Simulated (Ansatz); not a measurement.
# WCl+ (quintet): the correlation ladder, def2-TZVPP

The task here is to estimate one member of a computed series from the others.

Method: def2-TZVPP, core rule «outside noble gas», up to 9 orbitals frozen; program: Ansatz 0.2.0, Gaussian basis.

To be run: UHF; ROHF; CCSD(T) on UHF.

## The system

The geometry is a PBE0/def2-TZVP stationary point (not a proven minimum) of the parent state, kept for this charge and spin. No spin-orbit coupling is included. Elements past krypton take def2 core potentials.

2 atoms, charge 1, spin multiplicity 5.

Atoms are counted from 1 here; the program's logs count them from 0.

Bond lengths: W1–Cl2 2.233 Å.

The first run:

File in.yaml:

```yaml
crystal:
  periodic: [false, false, false]
  atoms:
    - {symbol: W, position_ang: [0.000000, 0.000000, 0.000000]}
    - {symbol: Cl, position_ang: [0.000000, 0.000000, 2.233000]}
basis:
  gaussian: {orbitals: def2-TZVPP}
total_charge: 1
magnetization: {spin_polarized: true, initial_magnetization: 4}
hamiltonian: {xc: hf}
output: {orbitals: {seedname: orbitals}}
```

On the command line:

```
> ansatz run in.yaml --threads 1 --pin off --events-out ev --progress --plain --max-ram 3968MiB --backend cpu
```

Steps of the session up to this table: UHF; ROHF; CCSD(T) on UHF.

One table of the session follows, with a row left open; its other results are not shown here.

It belongs to the step «Misses and costs». 

```
  method  from UCCSD(T) (meV)
    ROHF              +8553.5
     UHF              +8331.4
    UMP2                    ?
   UCCSD               +417.3
UCCSD(T)                    0
```

Q: Estimate the row for UMP2 from the others.

**Answer.** from UCCSD(T) (meV): +993.9. In the column «from UCCSD(T) (meV)» it lies between UCCSD (+417.3) and UHF (+8331.4).
